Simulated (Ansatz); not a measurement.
# F2H2NSi, SMILES [NH][SiH](F)F: an atomisation energy

Program: Ansatz's Python interface.

At the Python prompt:
```pycon
>>> from collections import Counter
>>> import ansatz as az
>>> def energy_of(molecule, charge=0, unpaired=0):
...     calc = (
...         molecule.calculation()
...         .basis(gaussian="aug-cc-pVDZ")
...         .functional("hf")
...     )
...     if charge:
...         calc = calc.charge(charge)
...     if unpaired:
...         calc = calc.spin("collinear", total=unpaired)
...     return calc.run(threads=1, pin="off").report["free_energy_ev"]
...
>>> GEOMETRY = """
... N     0.00510    0.84670   -1.04270
... Si    0.19450   -0.26760    0.23450
... F     1.60100   -0.95060    0.05330
... F    -0.87180   -1.37040    0.13500
... H    -0.99800    1.23590   -0.97010
... H     0.11130    0.44190    1.54380
... """
>>> geometry = az.Crystal.molecule()
>>> for line in GEOMETRY.strip().splitlines():
...     symbol, *xyz = line.split()
...     geometry = geometry.atom(symbol, [float(v) for v in xyz])
...
>>> unpaired = {"N": 3, "Si": 2, "F": 1, "H": 1}
>>> counts = Counter(site.symbol for site in geometry.cartesian_sites)
>>> atom_energy = {s: energy_of(az.Crystal.molecule().atom(s, (0, 0, 0)), 0, unpaired[s]) for s in counts}

>>> whole = energy_of(geometry, 0, 1)
>>> for s, e in atom_energy.items():
...     print(f"{s:2s} x{counts[s]}  {e:14.5f} eV")
...
N  x1     -1480.11392 eV
Si x1     -7860.03439 eV
F  x2     -2704.29696 eV
H  x2       -13.58758 eV
>>> print(f"F2H2NSi: {whole:.5f} eV")
F2H2NSi: -14790.77272 eV
>>> split = sum(counts[s] * e for s, e in atom_energy.items()) - whole
>>> print(f"atomisation energy (no zero-point term): {split:.3f} eV, {split / sum(counts.values()):.3f} eV an atom")
atomisation energy (no zero-point term): 14.855 eV, 2.476 eV an atom
```

14.855 eV from the electronic energies, without the zero-point term.

Total energies depend on the basis set; only differences at equal settings carry meaning. The geometry is a force-field or estimated start, not a minimum of this method, and the basis set is short of its limit. All parts are taken at fixed geometry, without zero-point energy. The species is open-shell (spin multiplicity 2). Hartree-Fock leaves correlation out, so bond, atomisation and ionisation energies come out well too low. For Al to Cl the sets with a tight d function, cc-pV(X+d)Z, are usual. The whole script took 10 s on 1 thread of Intel(R) Xeon(R) Platinum 8259CL CPU @ 2.50GHz (Skylake/Cascade Lake), with other jobs on the host, peak memory 0.44 GiB.

(Lines on the test bed's own set-up are left out of the output.)
